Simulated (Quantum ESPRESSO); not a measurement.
Input of a Quantum ESPRESSO 7.5 run:

pw.in

```
&CONTROL
  calculation = 'scf'
  prefix = 'pwscf'
  outdir = './tmp'
  pseudo_dir = './pseudo'
  tprnfor = .true.
  tstress = .true.
  disk_io = 'nowf'
/
&SYSTEM
  ibrav = 0
  nat = 3
  ntyp = 2
  ecutwfc = 45
  ecutrho = 360
  nbnd = 30
  occupations = 'smearing'
  smearing = 'fd'
  degauss = 0.00367493
  nspin = 2
  starting_magnetization(1) = 0
  starting_magnetization(2) = 0.2667
/
&ELECTRONS
  conv_thr = 6d-10
  electron_maxstep = 120
  mixing_beta = 0.3
/
ATOMIC_SPECIES
Au   196.9666 au_pbesol_v1.uspp.F.UPF
Mn    54.9380 mn_pbesol_v1.5.uspp.F.UPF
CELL_PARAMETERS angstrom
  -1.6815000000    1.6815000000    4.2960000000
   1.6815000000   -1.6815000000    4.2960000000
   1.6815000000    1.6815000000   -4.2960000000
ATOMIC_POSITIONS crystal
Au     0.6514230000    0.6586720000    0.0080500000
Au     0.3501520000    0.3398910000   -0.0101200000
Mn     0.0005870000    0.0072200000    0.0132880000
K_POINTS automatic
9 9 9 0 0 0
```

Potentials or basis: GBRV 1.5 PBEsol.

Launch:

```bash
$ OMP_NUM_THREADS=1 mpirun -n 2 pw.x -nk 2 -in pw.in > pw.out
```

Problem. Estimate the site moments.

Solution. Au +0.08; Mn +3.80 μB.

Problem. What does it give for the largest force?

Solution. 2.004 eV/Å.

Problem. What does it give for the pressure?

Solution. 1.1 GPa.

Forces in eV/Å, atoms in the order of the input:
```
Au  -0.027  0.033  1.805
Au   0.321  0.045 -1.977
Mn  -0.294 -0.078  0.172
```

The run has no spin-orbit coupling, so splittings on Au are missing.
